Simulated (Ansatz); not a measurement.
# OW: the cost of one run

The runs use Ansatz 0.2.0, Gaussian basis; def2-QZVPP, core rule «outside noble gas», up to 5 orbitals frozen.

Plan: UHF; ROHF; CCSD(T) on UHF.

## Step 1: The geometry

The geometry is a PBE0/def2-TZVP stationary point (not a proven minimum) of the parent state, kept for this charge and spin. No spin-orbit coupling is included. Elements past krypton take def2 core potentials.

2 atoms, charge 0, spin multiplicity 7.

Atoms are counted from 1 here; the program's logs count them from 0.

Bond lengths: W1–O2 1.703 Å.

Geometry (Å):

```xyz
2

W     0.0000    0.0000    0.0000
O     0.0000    0.0000    1.7032
```

## Step 2: UHF

in.yaml reads:

```yaml
crystal:
  periodic: [false, false, false]
  atoms:
    - {symbol: W, position_ang: [0.000000, 0.000000, 0.000000]}
    - {symbol: O, position_ang: [0.000000, 0.000000, 1.703200]}
basis:
  gaussian: {orbitals: "def2-QZVPP.json"}
magnetization: {spin_polarized: true, initial_magnetization: 6}
hamiltonian: {xc: hf}
output: {orbitals: {seedname: orbitals}}
```

On the command line:

```bash
$ ansatz run in.yaml --threads 1 --pin off --events-out ev --progress --plain --max-ram 4096MiB --backend cpu
```

**Question.** How long does this run take on 1 thread of AMD EPYC 7R13, shared host, and how much memory does it need?

About 13 s, with a peak of 0.29 GiB.
